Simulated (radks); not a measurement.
**Fractional charge and spin in the 4s shell of germanium**

The task here is to estimate one member of a computed series from the others.

Program: radks (a radial shooting solver on a logarithmic mesh, Libxc functionals) version 1. Level of theory: scalar-relativistic Kohn-Sham, PBE, spin-polarised, spherical densities, point nucleus. These are calculated values, not measurements, unless marked.

## Starting point

| Item | Value |
| --- | --- |
| element | germanium (Z = 32) |
| configuration | [Ar] 3d10 4p(up 1, down 1) 4s(up 1, down 1) |

A shell typed twice in an input gives spin up, then spin down.

The first run:

Settings of this run:

```text
Z 32
configuration [Ar] 3d10 4p1 4p1 4s1 4s1
relativity scalar-relativistic
functional pbe,pbe
spin polarised
nucleus point
c 137.035999084
```

Among the steps run: 4s: up 1, down 1.

One of the session's tables, all rows but one given; the rest of the session is left out.

Radial moments (bohr):

| level | <r> | outermost maximum (interpolated) | 90 % within | nodes |
| --- | --- | --- | --- | --- |
| 1s | 0.04700 | 0.0307 | 0.0840 | 0 |
| 2s | 0.2100 | 0.176 | 0.325 | 1 |
| 2p | 0.1837 | 0.141 | 0.300 | 0 |
| 3s | ? | ? | ? | ? |
| 3p | 0.6470 | 0.543 | 0.995 | 1 |
| 3d | 0.7365 | 0.504 | 1.25 | 0 |
| 4s | 2.116 | 1.74 | 3.20 | 3 |
| 4p | 2.899 | 2.21 | 4.59 | 2 |

Estimate the missing values for 3s.

**Answer.** <r>: 0.6242; outermost maximum (interpolated): 0.542; 90 % within: 0.933; nodes: 2. In the column «<r>» it lies between 2s (0.2100) and 3p (0.6470).
